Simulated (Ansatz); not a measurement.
# InH3 (SMILES [InH3]) at SVWN5/def2-TZVP (core potential)

What is the energy change on altering one bond length of InH3 at SVWN5/def2-TZVP (core potential)? 

Program for the calculation: Ansatz 0.2.0.

32 further runs of the same task are left out: 3 that didn't finish, 29 set aside as unsound or not needed.

## (1) The system as given

The species is InH3 (4 atoms), meant as a singlet with charge 0. SMILES: `[InH3]`. The shape is that of a PBE0-D4/def2-TZVP optimisation.

Bond lengths: In1–H2 1.724 Å, In1–H3 1.724 Å, In1–H4 1.724 Å. Angles: H2–In1–H3 120.0°, H2–In1–H4 120.0°, H3–In1–H4 120.0°.

## (2) A single-point energy at SVWN5/def2-TZVP (core potential)

Contents of run.yaml:

```yaml
basis:
  gaussian: {orbitals: def2-TZVP}
crystal:
  periodic: [false, false, false]
  atoms:
    - symbol: In
      position_ang: [0.013900, -0.015100, -0.005100]
    - symbol: H
      position_ang: [0.415500, 1.516000, 0.678200]
    - symbol: H
      position_ang: [-1.095600, -0.107300, -1.321400]
    - symbol: H
      position_ang: [0.721800, -1.454000, 0.628000]
hamiltonian: {xc: {name: SVWN5}}
accuracy: high
output: {orbitals: {seedname: orbitals}}
```

Run with:

```bash
$ ansatz run run.yaml --threads 1 --pin off --max-ram 3480MiB --events-out events.jsonl --progress --plain --runs-dir runs
```

What it wrote:

```text
Warning: RAYON_NUM_THREADS=1 ignored (pool sized by the plan → 1); use --threads N
Functional definition: SVWN5
  name "SVWN5"
  exchange = slater_x
  correlation = vwn5_c
1334 factors; integrals over basis functions are off by at most 2.7e-9 eV
mean field evaluation 1: about -5210.7999 eV, gradient 2.2e1 eV
mean field evaluation 2: about -5211.1843 eV, gradient 2.1e1 eV
mean field evaluation 4: about -5212.0487 eV, gradient 2.1e-1 eV
mean field evaluation 8: about -5212.0476 eV, gradient 3.3e-3 eV
mean field evaluation 16: about -5212.0476 eV, gradient 7.4e-8 eV
mean field -5212.04761117 eV, -191.5392168576 hartree, gradient 7.4e-8 eV, S^2 0.000000; 0 other end points of the search recorded, 0 dependent functions left out
reference -5212.04761573 eV, -191.5392170254 hartree; 12, 12 occupied and 56, 56 virtual orbitals, 1334 factors
Total energy: -5212.04761573 eV, -191.5392170254 hartree
```

Wall time 2.3 s (1 thread of Arm Neoverse V2, shared host); peak memory 0.15 GiB.

## (3) The distorted shape at the same level

Contents of in.yaml:

```yaml
crystal:
  periodic: [false, false, false]
  atoms:
    - symbol: In
      position_ang: [-0.552419, 1.136018, -0.511579]
    - symbol: H
      position_ang: [-0.150819, 2.667118, 0.171721]
    - symbol: H
      position_ang: [-1.661919, 1.043818, -1.827879]
    - symbol: H
      position_ang: [0.721800, -1.454000, 0.628000]
basis:
  gaussian:
    orbitals: def2-TZVP
output: {orbitals: {seedname: orbitals}}
hamiltonian:
  xc: {name: SVWN5}
accuracy: high
```

Run with:

```bash
$ ansatz run in.yaml --threads 1 --pin off --max-ram 3480MiB --events-out events.jsonl --progress --plain --runs-dir runs
```

What it wrote:

```text
Warning: RAYON_NUM_THREADS=1 ignored (pool sized by the plan → 1); use --threads N
Functional definition: SVWN5
  name "SVWN5"
  exchange = slater_x
  correlation = vwn5_c
1303 factors; integrals over basis functions are off by at most 2.7e-9 eV
mean field evaluation 1: about -5207.4356 eV, gradient 2.5e1 eV
mean field evaluation 2: about -5200.0333 eV, gradient 3.8e1 eV
mean field evaluation 4: about -5209.0378 eV, gradient 6.5e0 eV
mean field evaluation 8: about -5209.3877 eV, gradient 5.0e-1 eV
mean field evaluation 16: about -5209.3897 eV, gradient 1.3e-5 eV
mean field -5209.38969735 eV, -191.4415403266 hartree, gradient 5.4e-8 eV, S^2 0.000000; 0 other end points of the search recorded, 0 dependent functions left out
reference -5209.38970188 eV, -191.4415404930 hartree; 12, 12 occupied and 56, 56 virtual orbitals, 1303 factors
Total energy: -5209.38970188 eV, -191.4415404930 hartree
```

Run time: 2.3 s. Hardware: 1 thread of Arm Neoverse V2, shared host; peak memory 0.14 GiB.

## (4) Summary of results

Level: SVWN5/def2-TZVP (core potential).

| quantity | value |
| --- | --- |
| first shape: total energy | -191.53922 Eh |
| first shape: HOMO energy | -7.07 eV |
| first shape: LUMO energy | -2.90 eV |
| first shape: HOMO–LUMO gap | 4.17 eV |
| distorted shape: total energy | -191.44154 Eh |
| distorted shape: HOMO energy | -5.60 eV |
| distorted shape: LUMO energy | -3.71 eV |
| distorted shape: HOMO–LUMO gap | 1.88 eV |
| energy change with the In1–H4 bond stretched from 1.724 to 3.103 Å | 2.658 eV |

**Reading.** One bond (distorted shape) is far stretched, which a spin-restricted single reference describes badly; a broken-symmetry solution may lie lower. With the In1–H4 bond stretched from 1.724 to 3.103 Å the energy rises by 2.66 eV (256 kJ/mol). The first shape isn't relaxed at this level, so the change isn't measured from a minimum. A restricted reference can't describe the breaking bond well at this length.
